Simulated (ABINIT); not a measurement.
Here is an ABINIT 10.8.3 (patched build) calculation.

The input run.abi:

```
# Pseudopotentials
pp_dirpath "./"
pseudos "Ta_ONCV_PBE-1.2.upf, F_ONCV_PBE-1.2.upf"

# Structure
acell 4.33195 4.3319535843 2.91098 Angstrom
rprim
     1.0000000000     0.0000000000     0.0000000000
    -0.5000007405     0.8660249763     0.0000000000
     0.0000000000     0.0000000000     1.0000000000
ntypat 2
znucl 73 9
natom 4
typat 1 2 2 2
xred
     0.0000000000     0.0000000000     0.0000000000
     0.5000000000     0.0000000000     0.0000000000
     0.0000000000     0.5000000000     0.0000000000
     0.5000000000     0.5000000000     0.0000000000

# Plane-wave basis
ecut 1088.455450 eV

# k points
kptopt 1
ngkpt 5 5 7
nshiftk 1
shiftk 0.0 0.0 0.0

# Exchange and correlation
ixc 15

# Bands and occupations
nband 29
occopt 3
tsmear 0.05 eV

# SCF cycle
nstep 100
tolvrs 1.0e-10

# Output
iomode 3
prtwf 0
prtden 0
prteig 0
prtebands 0
```

Potentials or basis: SG15 NC PBE v1.2.

Launch:

```bash
$ abinit run.abi > log 2>&1
```

(1) Estimate the band gap on the k mesh.

(2) What does it give for the pressure?

Answers

(1) none (metal or under the smearing width).

(2) 6.6 GPa.

Caveat: the potentials were made for another functional, which shifts forces and pressure.
